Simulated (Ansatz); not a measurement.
Geometry optimisation, DFT PBE-D3(BJ), scalar-relativistic, plane waves, PAW in Ansatz 0.2.0.

input.yaml

```yaml
crystal:
  lattice:
    - [5.71366, 0.0, 0.0]
    - [0.0, 5.60446, 0.0]
    - [0.0, 0.0, 16.123479]
  atoms:
    - { symbol: W, position: [0.0, 0.0, 0.06202135] }
    - { symbol: C, position: [0.5, 0.25, 0.16431885] }
    - { symbol: W, position: [0.25, 0.0, 0.2154676] }
    - { symbol: C, position: [0.25, 0.25, 0.3177651] }
    - { symbol: W, position: [0.0, 0.5, 0.06202135] }
    - { symbol: C, position: [0.5, 0.75, 0.16431885] }
    - { symbol: W, position: [0.25, 0.5, 0.2154676] }
    - { symbol: C, position: [0.25, 0.75, 0.3177651] }
    - { symbol: W, position: [0.5, 0.0, 0.06202135] }
    - { symbol: C, position: [1.0, 0.25, 0.16431885] }
    - { symbol: W, position: [0.75, 0.0, 0.2154676] }
    - { symbol: C, position: [0.75, 0.25, 0.3177651] }
    - { symbol: W, position: [0.5, 0.5, 0.06202135] }
    - { symbol: C, position: [1.0, 0.75, 0.16431885] }
    - { symbol: W, position: [0.75, 0.5, 0.2154676] }
    - { symbol: C, position: [0.75, 0.75, 0.3177651] }
    - { symbol: "N", position: [0.58333333, 0.58333333, 0.36180026] }
    - { symbol: O, position: [0.58333333, 0.08333333, 0.3543577] }
basis:
  ecutwfc: 420.0
kpoints:
  mp_grid: { grid: [4, 5, 1] }
hamiltonian:
  xc: pbe
  dispersion: d3bj
scf:
  occupations: { method: gaussian, width: 0.05 }
  lower_state_search: "off"
relax:
  f_tol: 0.03
  max_steps: 60
  adjacent_minimum: "off"
  constraints: [{ sites: [0, 4, 8, 12] }]
```

Run as:

```bash
$ ansatz run input.yaml --threads 4 --pin off --max-ram 10240MiB --backend cpu --events-out ev --progress --plain --runs-dir out
```

Problem. Where does it end, and by what steps?

Solution. The forces met the threshold. Limits of this set-up: coarse k mesh, thin slab, slab without dipole correction, odd electron count without spin, a typed lattice constant that wasn't relaxed here. After 23 steps the energy has fallen by 9.176 eV; C4 moved furthest, 1.66 Å. Parted: W11–O18 (2.48 → 3.58 Å). Joined: W3–N17 (3.83 → 2.57 Å), C4–C10 (2.86 → 1.64 Å), C4–W11 (3.58 → 2.18 Å), C4–W15 (3.58 → 2.15 Å), C8–N17 (2.24 → 1.26 Å), W11–N17 (3.45 → 2.65 Å).

```tsv
step	energy less start (eV)	largest force component (eV/Å)	accepted
0	0.0000	5.001	yes
1	-2.5073	3.845	yes
2	-3.7527	5.253	yes
3	-4.7589	4.378	yes
4	-5.7117	1.390	yes
5	-6.1539	1.153	yes
6	-6.5725	1.028	yes
7	-6.8621	1.436	yes
8	-7.0967	1.441	yes
9	-7.3594	1.252	yes
10	-7.5928	1.469	yes
11	-7.8896	2.116	yes
12	-8.3259	1.665	yes
13	-8.6937	1.518	yes
14	-8.8990	2.329	yes
15	-8.9850	0.922	yes
16	-9.0420	0.443	yes
17	-9.0799	0.614	yes
18	-9.1013	1.472	yes
19	-9.1521	0.842	yes
20	-9.1689	0.184	yes
21	-9.1739	0.216	yes
22	-9.1734	0.258	no
23	-9.1763	0.029	yes
```

```xyz
18
Lattice="5.7137 0.0000 0.0000 0.0000 5.6045 0.0000 0.0000 0.0000 16.1235" Properties=species:S:1:pos:R:3
W 0.000 0.000 1.000
C 2.844 1.402 2.617
W 1.431 -0.004 3.412
C 0.047 1.389 4.195
W 0.000 2.802 1.000
C 2.873 4.198 2.565
W 1.404 2.804 3.435
C 1.530 4.255 5.066
W 2.857 0.000 1.000
C 5.672 1.416 2.562
W 4.275 -0.014 3.448
C 3.472 1.985 5.375
W 2.857 2.802 1.000
C 5.704 4.202 2.587
W 4.215 2.766 3.618
C 4.029 4.368 5.158
N 2.758 4.455 5.296
O 3.172 1.624 6.432
```

Whether the end is a true minimum wasn't checked by a vibrational analysis.

The run took 2.2 min on 4 threads of AMD EPYC 9R14 (Zen 4) (shared host), peak memory 1.4 GiB.
